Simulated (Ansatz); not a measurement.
# AlSiB: the cost of one run

Computed with Ansatz 0.2.0 (DFT PBE, scalar-relativistic, plane waves, PAW, unless a step's input says otherwise).

### Step 1. Starting point

The structure is hexagonal, space group P-6m2 (No. 187). Conventional cell: a = 3.698 Å, b = 3.698 Å, c = 3.264 Å, α = 90.00°, β = 90.00°, γ = 120.00°. Around Al (site symmetry -6m2) lie 3 Si at 2.14 Å and 6 B at 2.69 Å. Around Si (site symmetry -6m2) lie 3 Al at 2.14 Å. B (site symmetry -6m2) has 6 Al at 2.69 Å and 6 Si at 2.69 Å as nearest neighbours.

As a file:

```
Al Si B
1.0
     3.69831    0.00000    0.00000
    -1.84916    3.20283    0.00000
     0.00000    0.00000    3.26403
Al Si B
1 1 1
Direct
  0.00000 0.00000 0.50000
  0.66667 0.33333 0.50000
  0.33333 0.66667 0.00000
```

A structure generator made this guess: species swapped into a database cell of TbCuGe (P-6m2, No. 187), with B on the Tb sites, Si on the Cu sites and Al on the Ge sites. The dimensions are guesses.

### Step 2. A first look at the guess

input.yaml reads:

```yaml
crystal:
  lattice:
    - [3.69831075, 0.0, 0.0]
    - [-1.84915537, 3.20283106, 0.0]
    - [0.0, 0.0, 3.26402898]
  atoms:
    - { symbol: Al, position: [0.0, 0.0, 0.5] }
    - { symbol: Si, position: [0.66666667, 0.33333333, 0.5] }
    - { symbol: B, position: [0.33333333, 0.66666667, 0.0] }
basis:
  ecutwfc: 420
kpoints:
  mp_grid: { grid: [6, 6, 6] }
hamiltonian:
  xc: pbe
scf:
  occupations: { method: gaussian, width: 0.1 }
  lower_state_search: "off"
output:
  forces: true
  stress: true
  eigenvalues: true
```

Launch:

```
$ ansatz run input.yaml --threads 1 --pin off --max-ram 2048MiB --backend cpu --events-out ev --progress --plain --runs-dir out
```

**Question.** How long does this run take on 1 thread of Arm Neoverse V1, shared host, and how much memory does it need?

About 1.4 s, with a peak of 0.27 GiB.
